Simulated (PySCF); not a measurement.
# C4H7GeNO: the cost of one run

Programs: PySCF 2.14.0, with routines of our own; each step states its level. All values are computed. Atoms count from 0.

### Step 1. The starting structure

14 atoms, charge 0, multiplicity 1; geometry from: GFN2-xTB.

### Step 2. Magnetic properties: GIAO KT3/pcSseg-1

The job: settings as JSON, then the geometry in Å.

```
{"job": {"kind": "mag", "xc": "KT3", "basis": "pcSseg-1", "isotopologues": 2}, "charge": 0, "multiplicity": 1}
N      2.693892    -0.618239     0.536504
Ge     1.689556     0.558627    -0.399362
C     -0.228064     0.266696    -0.192250
C     -1.349108     1.046243    -0.192431
C     -2.445556     0.178316     0.014635
C     -1.915565    -1.068962     0.128846
O     -0.582265    -1.027347     0.006139
H      2.578324    -0.602870     1.541006
H      2.629701    -1.580868     0.232883
H      2.046631     1.928048     0.088275
H      2.107629     0.391053    -1.828802
H     -1.379541     2.108994    -0.327272
H     -3.480460     0.447994     0.073629
H     -2.365852    -2.028156     0.296036
```

With the program's defaults for keys left out, this is: GIAO KT3/pcSseg-1 magnetisability, rotational g tensor and spin-rotation constants, non-relativistic, gas phase.

Launch:

```
$ OMP_NUM_THREADS=1 python excited_run.py task.json out
```

This one command runs all jobs of the session in turn.

**Question.** How long does this first job take on 1 thread of Arm Neoverse V1, shared host, and how much memory does it need?

About 37 s, with a peak of 0.74 GiB.
